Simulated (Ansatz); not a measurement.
# CH₂BrSi+: an energy map over bond length Si1–H4 and angle H4–Si1–Br3

Aim: map the energy of CH₂BrSi, SMILES [SiH+]=CBr, charge +1 over two coordinates, and find its wells, ridges and stiffness.

Program: Ansatz 0.2.0. Level of theory: RKS SPW92 (LDA)/def2-TZVP. These are calculated values, not measurements.

## (1) The starting structure

5 atoms, charge 1, spin multiplicity 1.

Atoms are counted from 1 here; the program's logs count them from 0.

Bond lengths: Si1–C2 1.844 Å, Si1–H4 1.532 Å, C2–Br3 1.823 Å, C2–H5 1.114 Å. Angles: C2–Si1–H4 95.6°, Si1–C2–Br3 120.2°, Si1–C2–H5 124.6°, Br3–C2–H5 113.6°.

Coordinates:

```
Si   -0.6728    1.1954   -0.3393
C     0.2748   -0.1962    0.4136
Br    1.8899   -0.6847   -0.2761
H    -1.5638    0.3128   -1.2183
H     0.0720   -0.6273    1.4201
```

This geometry comes from a loose relaxation at PBE in a small basis, which is not shown.

## (3) Plan of the scan

- bond length Si1–H4: 15 values from 1.340 to 1.904 Å
- angle H4–Si1–Br3: 15 values from 69.9 to 119.9 °

Nothing else is relaxed (all other coordinates rigid). Energies count from the relaxed molecule at the same level.

(The set-up runs are not shown.)

## (4) Grid point bond length Si1–H4 = 1.542 Å, angle H4–Si1–Br3 = 94.9°

File input.yaml:

```yaml
crystal:
  periodic: [false, false, false]
  atoms:
    - { symbol: Si, position_ang: [-0.502203, 1.153708, -0.396987] }
    - { symbol: C, position_ang: [0.144098, -0.199369, 0.566396] }
    - { symbol: Br, position_ang: [1.640442, -0.517397, -0.454755] }
    - { symbol: H, position_ang: [-1.396494, 0.251506, -1.27108] }
    - { symbol: H, position_ang: [0.102357, -0.698553, 1.545908] }
total_charge: 1
basis:
  gaussian: { orbitals: def2-TZVP }
hamiltonian:
  xc: lda
output:
  forces: true
```

On the command line:

```bash
$ ansatz run input.yaml --threads 1 --pin off --max-ram 2560MiB --backend cpu --events-out ev --progress --plain --runs-dir out
```

Further runs follow: the other points that were computed.

Q: Predict the outcome of this session. Wanted: lowest point; highest computed point; largest force on an atom.

**Answer**, as computed:

```
                       quantity                                                                                                                                                       value
                   lowest point                                                                                         bond length Si1–H4 = 1.542 Å, angle H4–Si1–Br3 = 94.9°, 0.24 kJ/mol
         highest computed point                                                                       bond length Si1–H4 = 1.904 Å, angle H4–Si1–Br3 = 119.9°, 75.9 kJ/mol above the lowest
largest force on an atom (eV/Å)  0.26 at bond length Si1–H4 = 1.542 Å, angle H4–Si1–Br3 = 94.9° to 4.50 at bond length Si1–H4 = 1.340 Å, angle H4–Si1–Br3 = 69.9°; 0.26 at the lowest point
        time for the whole task                                                                                                                            8.9 min on 1 thread, shared host
```

What this shows: The lowest computed point is at bond length Si1–H4 = 1.542 Å, angle H4–Si1–Br3 = 94.9°, 0.24 kJ/mol from the relaxed molecule at the same level. The grid is coarse, so the lowest point of the scanned range may lie between grid points; coordinates that were held can hide deeper minima. The grid shows no other well, apart from its symmetry copies. The highest computed point, bond length Si1–H4 = 1.904 Å, angle H4–Si1–Br3 = 119.9°, lies 75.9 kJ/mol above the lowest. Round the minimum the two coordinates are nearly uncoupled.
